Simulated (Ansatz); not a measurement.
# CH₄N₂Si: how energies converge with the basis set

Aim: see how fast density functionals converge with the basis set for CH₄N₂Si.

The runs use Ansatz 0.2.0, Gaussian basis; one geometry, several basis sets.

The runs, in order: PBE0-D4/def2-SVP; ωB97M-V/def2-SVP; PBE0-D4/def2-QZVPP; ωB97M-V/def2-QZVPP; the functionals' def2-TZVPP values are taken from earlier runs.

### Step 1. The geometry

An earlier PBE0-D4 in a triple-zeta def2 set relaxation fixed the geometry.

SMILES `N[SiH]1C=N1`, 8 atoms, charge 0, spin multiplicity 1.

Atoms are counted from 1 here; the program's logs count them from 0.

Bond lengths: N1–Si2 1.694 Å, N1–H5 1.006 Å, N1–H6 1.006 Å, Si2–C3 1.762 Å, Si2–N4 1.772 Å, Si2–H7 1.473 Å, C3–N4 1.291 Å, C3–H8 1.094 Å. Angles: Si2–N1–H5 123.2°, Si2–N1–H6 121.4°, H5–N1–H6 112.9°, N1–Si2–C3 124.3°, N1–Si2–N4 122.8°, N1–Si2–H7 108.9°, C3–Si2–N4 42.8°, C3–Si2–H7 124.1°, N4–Si2–H7 118.9°, Si2–C3–N4 69.0°, Si2–C3–H8 163.8°, N4–C3–H8 127.1°, Si2–N4–C3 68.2°.

Geometry (Å):

```csv
atom,x (Å),y (Å),z (Å)
N1,-0.5903,1.3338,-0.1784
Si2,0.4801,0.0739,0.1894
C3,0.0291,-1.6288,0.2456
N4,0.6708,-1.3548,-0.8405
H5,-1.4833,1.1864,-0.6166
H6,-0.2772,2.2875,-0.2386
H7,1.6681,0.6364,0.8536
H8,-0.4055,-2.5915,0.5297
```

### Step 2. PBE0-D4 in def2-SVP

Contents of in.yaml:

```yaml
crystal:
  periodic: [false, false, false]
  atoms:
    - {symbol: N, position_ang: [-0.590254, 1.333761, -0.178388]}
    - {symbol: Si, position_ang: [0.480139, 0.073940, 0.189445]}
    - {symbol: C, position_ang: [0.029123, -1.628834, 0.245588]}
    - {symbol: N, position_ang: [0.670798, -1.354824, -0.840497]}
    - {symbol: H, position_ang: [-1.483296, 1.186425, -0.616563]}
    - {symbol: H, position_ang: [-0.277162, 2.287475, -0.238619]}
    - {symbol: H, position_ang: [1.668113, 0.636410, 0.853553]}
    - {symbol: H, position_ang: [-0.405460, -2.591453, 0.529681]}
basis:
  gaussian: {orbitals: def2-SVP}
hamiltonian: {xc: pbe0, dispersion: d4}
output: {orbitals: {seedname: orbitals}}
```

The run is started by

```sh
> ansatz run in.yaml --threads 2 --pin off --events-out ev --progress --plain --max-ram 4352MiB
```

The runs that follow: ωB97M-V in def2-SVP; PBE0-D4 in def2-QZVPP; ωB97M-V in def2-QZVPP.

**Question.** What will the summary of the whole plan be? Wanted: PBE0-D4: double and triple zeta above quadruple; ωB97M-V: double and triple zeta above quadruple.

As calculated:

| quantity | value |
| --- | --- |
| PBE0-D4: double and triple zeta above quadruple | 8.29, 0.53 eV |
| ωB97M-V: double and triple zeta above quadruple | 8.43, 0.49 eV |

PBE0-D4 gains 7.77 eV from double to triple zeta, then 0.53 eV more. These are total energies; as a rule much of such shifts cancels in differences, which this series doesn't test. The LUMO of ωB97M-V is positive and keeps falling with the basis (2.19 to 1.43 eV): an unbound level that the basis holds in place.
